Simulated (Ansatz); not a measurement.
# TiO2 (I4_1/amd): equation of state

An exercise on one series of results from a longer session: the logs are not shown, and one member is left open.

Computed with Ansatz 0.2.0 (DFT PBE, scalar-relativistic, plane waves, PAW, unless a step's input says otherwise).

### The system as given

Symmetry: I4_1/amd, No. 141, tetragonal system. The conventional cell has a = 3.799 Å, b = 3.799 Å, c = 9.700 Å, α = 90.00°, β = 90.00°, γ = 90.00°. Ti (site symmetry -4m2) is surrounded by 6 O at 1.95 to 2.00 Å. O (site symmetry 2mm) has 3 Ti at 1.95 to 2.00 Å as nearest neighbours.

Coordinates:

```
CELL_PARAMETERS angstrom
-1.89943 1.89943 4.85015
1.89943 -1.89943 4.85015
1.89943 1.89943 -4.85015
ATOMIC_POSITIONS crystal
Ti 0.00000 0.00000 0.00000
Ti 0.75000 0.25000 0.50000
O 0.20646 0.20646 0.00000
O 0.95646 0.45646 0.50000
O 0.54354 0.04354 0.50000
O 0.79354 0.79354 0.00000
```

An earlier run at PBE left this cell at 11.666 Å³/atom and 0.00 GPa (8×8×8 mesh).

Volume factors to run: 0.980, 1.020, 0.960, 1.040.

The first run:

File input.yaml:

```yaml
crystal:
  lattice:
    - [-1.886680564, 1.886680564, 4.8176012748]
    - [1.886680564, -1.886680564, 4.8176012748]
    - [1.886680564, 1.886680564, -4.8176012748]
  atoms:
    - { symbol: Ti, position: [0.0, 0.0, 0.0] }
    - { symbol: Ti, position: [0.75, 0.25, 0.5] }
    - { symbol: O, position: [0.2064586324, 0.2064586324, 0.0] }
    - { symbol: O, position: [0.9564586324, 0.4564586324, 0.5] }
    - { symbol: O, position: [0.5435413676, 0.0435413676, 0.5] }
    - { symbol: O, position: [0.7935413676, 0.7935413676, 0.0] }
basis:
  ecutwfc: 420
  ecutrho_ratio: 4
kpoints:
  mp_grid: { grid: [8, 8, 8] }
hamiltonian:
  xc: pbe
scf:
  occupations: { method: gaussian, width: 0.05 }
output:
  forces: true
  stress: true
  eigenvalues: true
relax:
  f_tol: 0.01
  max_steps: 40
  cell: { stress_tol: 0.1, fix: [volume] }
```

The run is started by

```
$ ansatz run input.yaml --threads 2 --pin off --max-ram 5120MiB --backend cpu --events-out ev --progress --plain --runs-dir out
```

Among the steps run: Volume × 0.980; At 1.020 of the relaxed volume; Volume × 0.960; Scaling the volume by 1.040.

One of the session's tables, all rows but one given; the rest of the session is left out.

It belongs to the step «Energy and pressure against volume». 

```
volume (Å³/atom)  energy (meV/atom)  pressure (GPa)  gap (eV)
          11.199              10.57            7.46      2.12
          11.432                  ?               ?         ?
          11.666               0.00            0.00      2.16
          11.899               2.50           -3.35      2.16
          12.132               9.59           -6.44      2.15
```

Q: Estimate the row for volume (Å³/atom) = 11.432 from the others.

Worked estimate for «energy (meV/atom)». A straight line through the neighbours (11.199, 10.57) and (11.666, 0.00) gives 10.57 + (0.00 − 10.57) × (11.432 − 11.199) / (11.666 − 11.199) = 5.30; a parabola fitted to 3 rows on both sides gives 2.70.

The run gave: energy (meV/atom): 2.60; pressure (GPa): 3.62; gap (eV): 2.15. In «energy (meV/atom)» the line misses by +2.70 and the parabola by +0.10.
